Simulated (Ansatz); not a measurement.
NbSi under changes of volume

One of the cells (15.724 Å³/atom); the others are scaled copies at fixed shape and fractional positions:

```xyz
2
Lattice="3.1564 0.0000 0.0000 0.0000 3.1564 0.0000 0.0000 0.0000 3.1564" Properties=species:S:1:pos:R:3 pbc="T T T"
Nb    0.0000    0.0000    0.0000
Si    1.5782    1.5782    1.5782
```

The cell was built by a generator and needn't be a form met in nature.

- Program: Ansatz 0.2.0
- Functional: PBE
- Potentials or basis: all-electron LAPW, scalar-relativistic
- Cutoff: 214 eV (chosen from the basis error)
- Basis error allowed: 0.0005 eV/atom
- k mesh: 8 × 8 × 8
- Occupations: fermi-dirac, width 0.05 eV
- Spin: no spin polarisation

```tsv
volume (Å³/atom)	energy over the lowest point (meV/atom)	pressure (GPa)
14.781	32.66	11.9
15.095	13.77	7.5
15.410	3.15	3.5
15.724	0.00	-0.1
16.038	3.56	-3.3
16.353	?	?
16.667	27.86	-8.7
```

Problem. What does the run at 16.353 Å³/atom give?

Solution. Energy over the lowest point 13.08 meV/atom; pressure -6.1 GPa.

Worked out: A Birch-Murnaghan fit of order 3 (a polynomial in V^(-2/3)) to the other rows has its minimum at 15.71 Å³/atom with B0 = V·E''(V) = 170 GPa and B' = 4.6. It gives 13.05 meV/atom at 16.353 Å³/atom, against the run's 13.08, and -dE/dV = -6.2 GPa, against -6.1.

Energies are extrapolated to zero smearing.

The runs don't all hold the same shells in valence.
